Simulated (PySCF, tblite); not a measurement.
**C2H9NOSi2, a small gas-phase stand-in for a defect centre: NMR shifts, core binding energies and electronic excitations**

What NMR shifts, core binding energies and electronic excitations should one expect for `CO[C]N([SiH3])[SiH3]`? It is drawn as: twofold C.

Programs: tblite 0.8.0 and PySCF 2.14.0. All values are calculated, for the isolated system unless a continuum is named. Atoms count from 0, parts from 1.

## Step 1: The system as given

15 atoms, charge 0, multiplicity 1; geometry: distance geometry start.

## Step 2: Geometry optimisation with GFN2-xTB

What the job is given:

```
{"job": {"kind": "relax", "xc": "GFN2-xTB", "basis": "xTB"}, "charge": 0, "multiplicity": 1}
C      0.664292     0.753577     0.992646
N     -0.328356     1.652379     0.553248
Si    -1.684740     2.021169     1.706581
Si    -0.856067     1.484873    -1.202539
O      1.532011    -0.133341     1.622100
C      1.866350    -1.390772     1.182600
H     -1.161814     1.868966     3.058036
H     -2.127352     3.344416     1.545273
H     -2.739155     1.102662     1.527001
H     -1.983558     0.625840    -1.272691
H      0.220626     0.935441    -1.971481
H     -1.184046     2.748053    -1.754619
H      1.395649    -2.100532     1.783293
H      2.891469    -1.531460     1.172185
H      1.510242    -1.507517     0.185170
```

With the program's defaults for keys left out, this is: GFN2-xTB geometry optimisation, gas phase.

Started as:

```bash
$ OMP_NUM_THREADS=1 python cluster_run.py task.json out
```

The driver reads the jobs from task.json and runs them one after another.

**Question.** The jobs that follow are: PBE0-D3(BJ)/def2-SVP geometry optimisation, gas phase; GIAO PBE0/pcSseg-1 NMR shielding, non-relativistic, gas phase; delta-SCF UKS SCAN, pcX-2 on the ionised atom, pcseg-1 elsewhere, spin-free X2C; TDDFT CAM-B3LYP/def2-SVPD, vertical, gas phase, core orbitals frozen in the response. Predict: point group; rotational constants (main isotopes); 13C shifts against TMS (PBE0/pcSseg-1); 1H shifts against TMS (PBE0/pcSseg-1, means over atoms taken as alike); 15N shifts against NH3 (PBE0/pcSseg-1); 29Si shifts against TMS (PBE0/pcSseg-1); 17O shifts against H2O (PBE0/pcSseg-1); Si2p binding energies, SCAN/pcX-2; C1s binding energies, SCAN/pcX-2 (standing for 1 of 2 atoms); N1s binding energies, SCAN/pcX-2; O1s binding energies, SCAN/pcX-2; lowest singlet (CAM-B3LYP/def2-SVPD); brightest single state of those computed; lowest triplet; vertical ionisation energy (ΔSCF).

The runs gave:

```
                                                              quantity                                   value
                                                           point group                                      Cs
                                  rotational constants (main isotopes)                    3.33, 1.48, 1.06 GHz
                                13C shifts against TMS (PBE0/pcSseg-1)                         316.9, 63.8 ppm
1H shifts against TMS (PBE0/pcSseg-1, means over atoms taken as alike)  5.20, 4.90, 4.76, 4.54, 4.19, 4.18 ppm
                                15N shifts against NH3 (PBE0/pcSseg-1)                               156.3 ppm
                               29Si shifts against TMS (PBE0/pcSseg-1)                        -40.1, -71.9 ppm
                                17O shifts against H2O (PBE0/pcSseg-1)                               295.2 ppm
                                     Si2p binding energies, SCAN/pcX-2               Si3 107.41, Si2 107.25 eV
          C1s binding energies, SCAN/pcX-2 (standing for 1 of 2 atoms)                            C0 291.98 eV
                                      N1s binding energies, SCAN/pcX-2                            N1 404.61 eV
                                      O1s binding energies, SCAN/pcX-2                            O4 539.13 eV
                                  lowest singlet (CAM-B3LYP/def2-SVPD)             4.51 eV (275 nm), f = 0.013
                              brightest single state of those computed             state 5, 7.02 eV, f = 0.171
                                                        lowest triplet                                 2.90 eV
                                     vertical ionisation energy (ΔSCF)                                 8.43 eV
```

What this shows: The start of the PBE0/def2-SVP relaxation was shaken at random by about 0.01 Å, so part of the energy gained, and of the first lengths quoted, undoes that. Relaxing lowered the energy by 0.204 eV in 4 steps; the close pair that moved most is Si3–H10, from 1.425 to 1.484 Å (PBE0/def2-SVP). No frequency check was run at this level, so the end point may be a saddle. Hydrogens of an XH3 group are listed apart at this fixed geometry; free rotation makes them one line at their mean. At PBE0/pcSseg-1: Shielding is most anisotropic at C0 (span 506 ppm, paramagnetic term -380 ppm). At SCAN/pcX-2: The Si2p levels kept as sound span 0.16 eV, from Si2 (silicon bonded to N, 3 H) up to Si3 (silicon bonded to N, 3 H). The first singlet state (HOMO→LUMO 0.93) lies at 4.51 eV and is weak; of the 6 states computed, the strongest absorption comes from state 5 at 7.02 eV. The lowest triplet lies 1.61 eV below the lowest singlet (triplets in Tamm-Dancoff, singlets in full TDDFT). The orbital energy would give 7.75 eV for ionisation, ΔSCF gives 8.43 eV. A capped cluster stands for the solid here, so long-range fields and strain are missing, and bands or shifts of the capping hydrogens have no counterpart in it.
